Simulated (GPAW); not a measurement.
# VW2C3 (Immm) in GPAW: single point with LDA

Aim: the single point of VW2C3 with LDA.

Everything below comes from runs of GPAW 26.7.0. Logs are shortened: lines on timing, memory, paths and dates and some standing lists are left out, and cuts for length are marked. The log counts tension as positive stress, the text compression.

### Step 1. Starting point

It takes space group Immm (No. 71, orthorhombic). The conventional cell has a = 3.049 Å, b = 4.324 Å, c = 9.170 Å, α = 90.00°, β = 90.00°, γ = 90.00°. W (site symmetry mm2) has 6 C at 2.15 to 2.20 Å as nearest neighbours. V (site symmetry mmm) is surrounded by 6 C at 2.12 to 2.16 Å. C (site symmetry mm2) has 2 V at 2.12 Å and 4 W at 2.16 to 2.20 Å as nearest neighbours. Around C (site symmetry mmm) lie 4 W at 2.15 Å and 2 V at 2.16 Å.

The cell comes from a database or a generator and needn't be the stable form of this composition.

### Step 2. Single point, LDA, collinear spin, ferromagnetic start

The input, run.py:

```python
from ase import Atoms
from ase.dft.bandgap import bandgap
from ase.io import write
from ase.units import GPa
from gpaw import GPAW, PW

atoms = Atoms(['W', 'W', 'V', 'C', 'C', 'C'],
              cell=[[-1.524485, 2.16193, 4.585029],
                    [1.524485, -2.16193, 4.585029],
                    [1.524485, 2.16193, -4.585029]],
              scaled_positions=[[0.834017, 0.334017, 0.5],
                                [0.165983, 0.665983, 0.5],
                                [0.5, 0.0, 0.5],
                                [0.339039, 0.339039, 0.0],
                                [0.660961, 0.660961, 0.0],
                                [0.0, 0.0, 0.0]],
              pbc=True)
atoms.set_initial_magnetic_moments([0.0, 0.0, 3.0, 0.0, 0.0, 0.0])

calc = GPAW(mode=PW(600),
            xc='LDA',
            kpts={'size': (5, 5, 5), 'gamma': True},
            occupations={'name': 'fermi-dirac', 'width': 0.05},
            nbands=48,
            maxiter=120,
            txt='gpaw.txt')
atoms.calc = calc
energy = atoms.get_potential_energy()
forces = atoms.get_forces()
stress = atoms.get_stress()
calc.write('gs.gpw')
write('result.traj', atoms)
print(f'Energy: {energy:.6f} eV')
print('Forces (eV/A):')
print(forces.round(4))
print('Stress (GPa):', (stress / GPa).round(3))
print('Moments:', calc.get_magnetic_moments().round(3))
print('Fermi level:', round(calc.get_fermi_level(), 4), 'eV')
print(f'Gap: {bandgap(calc)[0]:.4f} eV, direct: {bandgap(calc, direct=True)[0]:.4f} eV')
```

Potentials or basis: the program's PAW data sets (release 1.2.1) made for this functional, pw.

Run with:

```bash
> OMP_NUM_THREADS=1 python run.py
```

gpaw.txt:

```text
__  _  _
 | _ |_)|_||  |
 |__||  | ||/\| - 26.7.0

Input parameters:
  mode=PW(ecut=600.0),
  kpts=MonkhorstPack(size=(5, 5, 5), gamma=True),
  maxiter=120,
  nbands=48,
  occupations=Occupations(name='fermi-dirac', width=0.05),
  xc=XC(name='LDA')

Diagonalizing LCAO Hamiltonian
Converting LCAO to pw mode

       C

         W

       C

         V W
       C

Atoms  # Å, Bohr magnetons
|   | symbol |         x |         y |        z |    initial magnetic moments |
|---|--------|-----------|-----------|----------|-----------------------------|
| 0 |      W | -0.000000 |  2.161930 | 3.062955 | ( 0.0000,  0.0000,  0.0000) |
| 1 |      W |  1.524485 |  0.000000 | 1.522074 | ( 0.0000,  0.0000,  0.0000) |
| 2 |      V |  0.000000 |  2.161930 | 0.000000 | ( 0.0000,  0.0000,  3.0000) |
| 3 |      C |  0.000000 |  0.000000 | 3.109007 | ( 0.0000,  0.0000,  0.0000) |
| 4 |      C | -0.000000 | -0.000000 | 6.061051 | ( 0.0000,  0.0000,  0.0000) |
| 5 |      C |  0.000000 |  0.000000 | 0.000000 | ( 0.0000,  0.0000,  0.0000) |

Unit cell  # Å
| periodic |         x |         y |         z |  lengths |     angles |
|----------|-----------|-----------|-----------|----------|------------|
|      yes | -1.524485 |  2.161930 |  4.585029 | 5.293438 | 146.524055 |
|      yes |  1.524485 | -2.161930 |  4.585029 | 5.293438 | 131.789139 |
|      yes |  1.524485 |  2.161930 | -4.585029 | 5.293438 |  59.966344 |

Number of symmetries: 8
Symmetry operations  # r_c * U_cc + t_c -> r_c
|   | kind |            matrix            |
|---|------|------------------------------|
| 0 |  σ   |  1, 1, 1,  0, 0,-1,  0,-1, 0 |
| 1 |  E   |  1, 0, 0,  0, 1, 0,  0, 0, 1 |
| 2 |  C2  |  0, 1, 0,  1, 0, 0, -1,-1,-1 |
| 3 |  C2  |  0, 0, 1, -1,-1,-1,  1, 0, 0 |
| 4 |  σ   |  0, 0,-1,  1, 1, 1, -1, 0, 0 |
| 5 |  σ   |  0,-1, 0, -1, 0, 0,  1, 1, 1 |
| 6 |  i   | -1, 0, 0,  0,-1, 0,  0, 0,-1 |
| 7 |  C2  | -1,-1,-1,  0, 0, 1,  0, 1, 0 |

BZ-sampling:
  Number of BZ points: 125
  Number of IBZ points: 27

  Monkhorst-Pack size: [5, 5, 5]
  Monkhorst-Pack shift: [0, 0, 0]

K-points  # in reciprocal-cell coordinates
|     |                                coordinates |     weight |
|-----|--------------------------------------------|------------|
|   0 | (  0.00000000,   0.00000000,   0.00000000) | 0.00800000 |
|   1 | (  0.20000000,  -0.20000000,  -0.20000000) | 0.01600000 |
|   2 | (  0.20000000,  -0.20000000,   0.00000000) | 0.03200000 |
|   3 | (  0.20000000,  -0.20000000,   0.20000000) | 0.01600000 |
|   4 | (  0.20000000,   0.00000000,  -0.20000000) | 0.03200000 |
|   5 | (  0.20000000,   0.00000000,   0.00000000) | 0.03200000 |
|   6 | (  0.20000000,   0.20000000,  -0.20000000) | 0.01600000 |
|   7 | (  0.40000000,  -0.40000000,  -0.40000000) | 0.01600000 |
|   8 | (  0.40000000,  -0.40000000,  -0.20000000) | 0.03200000 |
|   9 | (  0.40000000,  -0.40000000,   0.00000000) | 0.03200000 |
| ... |                                            |            |
|  26 | (  0.40000000,   0.40000000,   0.40000000) | 0.06400000 |

Plane wave coefficients: 2035
Cutoff: 600.0 eV

Spin-components: 2 (collinear spins)
Bands:           48
Projectors:      33
Spin-degeneracy: 1
Datatype:        complex128

Parallelization:
  kpt:    1
  domain: 1
  band:   1

Density:
  Valence electrons: 53.0
  Components: 2
  Grid points: [30 30 30]
  Charge: 0.0  # |e|

Potential:
  Grid points: [30 30 30]

species:
  W:
    name:    Tungsten
    Z:       74.0
    valence: 14
    core:    60
    charge:  0.0  # [|e|]
    compensation charges:
      type: gauss
      rc: 0.40  # [Å]
      lmax: 2
    cutoffs:
      filter: 2.36  # [Å]
      core: 3.02  # [Å]
    projectors
    | kind |    occ | energy [eV] | rcut [Å] |
    |------|--------|-------------|----------|
    |   5s |  2.000 |     -79.053 |    1.344 |
    |   6s |  2.000 |      -5.886 |    1.344 |
    |   5p |  6.000 |     -43.417 |    1.355 |
    |   6p |  0.000 |      -1.469 |    1.355 |
    |   5d |  4.000 |      -4.693 |    1.228 |
    |    d |        |      22.518 |    1.228 |

    Using partial waves for W as LCAO basis

  V:
    name:    Vanadium
    Z:       23.0
    valence: 13
    core:    10
    charge:  0.0  # [|e|]
    compensation charges:
      type: gauss
      rc: 0.37  # [Å]
      lmax: 2
    cutoffs:
      filter: 2.14  # [Å]
      core: 0.96  # [Å]
    projectors
    | kind |    occ | energy [eV] | rcut [Å] |
    |------|--------|-------------|----------|
    |   3s |  2.000 |     -69.819 |    1.254 |
    |   4s |  2.000 |      -4.846 |    1.254 |
    |   3p |  6.000 |     -43.961 |    1.281 |
    |   4p |  0.000 |      -1.526 |    1.281 |
    |   3d |  3.000 |      -5.381 |    1.169 |
    |    d |        |      21.830 |    1.169 |

    Using partial waves for V as LCAO basis

  C:
    name:    Carbon
    Z:       6.0
    valence: 4
    core:    2
    charge:  0.0  # [|e|]
    compensation charges:
      type: gauss
      rc: 0.20  # [Å]
      lmax: 2
    cutoffs:
      filter: 1.14  # [Å]
      core: 1.14  # [Å]
    projectors
    | kind |    occ | energy [eV] | rcut [Å] |
    |------|--------|-------------|----------|
    |   2s |  2.000 |     -13.639 |    0.635 |
    |   2p |  2.000 |      -5.414 |    0.635 |
    |    s |        |      13.573 |    0.635 |
    |    p |        |      21.797 |    0.635 |
    |    d |        |       0.000 |    0.635 |

    Using partial waves for C as LCAO basis

Reference energy: -905856.221876  # eV

eigensolver:
  PPCG
  Converge bands: occupied
  niter=2

density mixing:
  MSR1-Mixer
  Pratt-step length: 0.05
  Maximum mixing coefficient: 0.75
  Old densities: 10
  SVD Regularization: 0.005
  Good broyden scale: 1.0
  Trust region scale: 1.0
  Backstep threshold: 4.0
  History deletion threshold: 6.0
  Fourier metric: weight=20.0, sigma=0.015

occupation numbers:
  Fermi-Dirac:
    width: 0.0500  # eV

poisson solver:
  ecut: 4800.0  # eV

xc functional:
  name: None

convergence criteria:
- Maximum [total energy] change in last 3 cyles: 0.0005 eV / valence electron
- Maximum integral of absolute [dens]ity change: 0.0001 electrons / valence electron
- Maximum integral of absolute [eigenst]ate change: 4e-08 eV^2 / valence electron
maximum number of iterations: 120

SCF iterations
|iter     | |      energy | eigst |  dens |  magmom |
|---------|-|-------------|-------|-------|---------|
|iter:   1| |  -71.245493 | +0.26 |       |  +3.0033|
|iter:   2| |  -69.393065 | -1.69 | -0.79 |  +2.9158|
|iter:   3| |  -73.018457 | -0.61 | -0.84 |  +1.8903|
|iter:   4| |  -69.221954 | -1.23 | -0.82 |  +2.0151|
|iter:   5| |  -65.993455 | -1.70 | -0.93 |  +1.6301|
|iter:   6| |  -66.013237 | -2.24 | -1.41 |  +0.9635|
|iter:   7| |  -66.011590c| -3.27 | -1.82 |  +0.7256|
|iter:   8| |  -66.019737c| -4.17 | -2.13 |  +0.6041|
|iter:   9| |  -66.030715c| -3.75 | -2.23 |  +0.3593|
|iter:  10| |  -66.035574c| -3.93 | -2.38 |  +0.1627|
|iter:  11| |  -66.034511c| -4.86 | -2.55 |  +0.1126|
|iter:  12| |  -66.034734c| -5.27 | -3.08 |  +0.0344|
|iter:  13| |  -66.034754c| -6.17 | -3.45 |  +0.0061|
|iter:  14| |  -66.034765c| -7.38 | -3.82 |  -0.0006|
|iter:  15| |  -66.034766c| -8.07c| -4.36c|  +0.0001|

Converged in 15 steps
Energy contributions relative to reference atoms: (reference = -905856.221876)

Energy contributions:
  Kinetic:          22.916228
  Coulomb:         -27.755552
  Zero:             -0.000516
  External:          0.000000
  Xc:              -61.176651
  Entropy:          -0.036550
  Spinorbit:         0.000000
  ----------------------------
  Free energy:     -66.053041
  Extrapolated:    -66.034766

dipole moment: (-6.738440, 0.984255, -20.266479)  # |e|*Ang

Total magnetic moment: (0.000000, 0.000000, 0.000073)

Local magnetic moments
|        x |        y |         z |
|----------|----------|-----------|
| 0.000000 | 0.000000 |  0.000133 |  # W    0
| 0.000000 | 0.000000 |  0.000133 |  # W    1
| 0.000000 | 0.000000 | -0.000343 |  # V    2
| 0.000000 | 0.000000 |  0.000019 |  # C    3
| 0.000000 | 0.000000 |  0.000019 |  # C    4
| 0.000000 | 0.000000 |  0.000026 |  # C    5

Fermi level: 13.828
Eigenvalues  # (at kpt = [0.000, 0.000, 0.000])
| band index |      eig [eV] | occ [0-1] |      eig [eV] | occ [0-1] |
|------------|---------------|-----------|---------------|-----------|
|          0 |       -61.178 |     1.000 |       -61.178 |     1.000 |
|        ... |               |           |               |           |
|         23 |        11.766 |     1.000 |        11.766 |     1.000 |
|         24 |        13.258 |     1.000 |        13.258 |     1.000 |
|         25 |        13.262 |     1.000 |        13.262 |     1.000 |
|         26 |        13.458 |     0.999 |        13.458 |     0.999 |
|         27 |        13.460 |     0.999 |        13.460 |     0.999 |
|         28 |        13.469 |     0.999 |        13.469 |     0.999 |
[... 8 lines left out ...]
|         37 |        19.095 |     0.000 |        19.095 |     0.000 |
|         38 |        20.926 |     0.000 |        20.927 |     0.000 |
|        ... |               |           |               |           |
|         47 |        31.725 |     0.000 |        31.725 |     0.000 |

No gap
No difference between direct/indirect transitions

Forces  # eV/Ang
|       x |       y |        z |
|---------|---------|----------|
| 0.00000 | 0.00000 | -0.04090 |  # W    0
| 0.00000 | 0.00000 |  0.04090 |  # W    1
| 0.00000 | 0.00000 | -0.00000 |  # V    2
| 0.00000 | 0.00000 | -0.12017 |  # C    3
| 0.00000 | 0.00000 |  0.12017 |  # C    4
| 0.00000 | 0.00000 |  0.00000 |  # C    5

Stress tensor  # eV/Ang^3
|         x |         y |         z |
|-----------|-----------|-----------|
|  0.112682 | -0.000000 |  0.000000 |
| -0.000000 |  0.100166 | -0.000000 |
|  0.000000 | -0.000000 |  0.105037 |

# Writing to gs.gpw (mode='')
```

Run time: 3.8 min. Hardware: 1 thread of Arm Neoverse V2, shared host; peak memory 0.32 GiB.

Results:

```yaml
Free_energy: -66.0530 eV
Pressure: -17.0 GPa
Largest_force: 0.120 eV/Å
Band_gap_on_the_k_mesh: none (metal or under the smearing width)
Net_moment: 0.00 μB per cell
```

Forces on the atoms (eV/Å):
```
W    0.000  0.000 -0.041
W    0.000  0.000  0.041
V    0.000  0.000  0.000
C    0.000  0.000 -0.120
C    0.000  0.000  0.120
C    0.000  0.000  0.000
```

Stress tensor (GPa, compression positive):
```
-18.05   0.00   0.00
  0.00 -16.05   0.00
  0.00   0.00 -16.83
```

Caveat: the k mesh is coarse (spacing up to 0.50 Å⁻¹), so the values aren't converged; the cutoff is short for stress and forces, so pressures can be off by a GPa or more; so large a pressure means that the cell lies far from this level's equilibrium, or that cutoff or potentials fall short; the program warned that so skewed a cell can give wrong results. Spin-orbit coupling is left out, which matters for the levels of W.
